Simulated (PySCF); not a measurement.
# CH4F2Si (H3SiCHF2): the cost of one run

The runs use PySCF 2.14.0, with density-fitted response routines of our own; the level of theory stands in each step. All values are computed, except where a source is named. Atoms count from 0, in the outputs and in this text.

### Step 1. The molecule as given

8 atoms, charge 0, multiplicity 1; geometry from: GFN2-xTB. The atoms were then displaced at random by about 0.03 Å, so the start is not that level's minimum.

Bonds of the start (Å): F0–C1 1.28, C1–F2 1.38, C1–Si3 2.05, C1–H4 1.07, Si3–H5 1.43, Si3–H6 1.43, Si3–H7 1.45.

### Step 2. Geometry optimisation at PBE0-D3(BJ)/def2-SVP

The job: settings as JSON, then the geometry in Å.

```
{"job": {"xc": "PBE0", "basis": "def2-SVP", "d3": "d3bj", "grid": 1, "shake": 0.03, "kind": "geom"}, "charge": 0, "multiplicity": 1}
F     -1.303680     0.919930    -0.834010
C     -0.950810     0.019960     0.010360
F     -1.497910    -1.150300    -0.478430
Si     1.101250    -0.009330     0.041940
H     -1.437250     0.205420     0.947500
H      1.332960    -1.087700     0.959310
H      1.432360     1.289740     0.552290
H      1.479430    -0.254560    -1.331800
```

On the command line:

```bash
$ OMP_NUM_THREADS=1 python probes_run.py task.json out
```

One launch serves the whole session: the jobs run in the order shown.

Q: Estimate the wall time and peak memory of this first job on 1 thread of Arm Neoverse V2, shared host.

About 14 s, with a peak of 0.32 GiB.
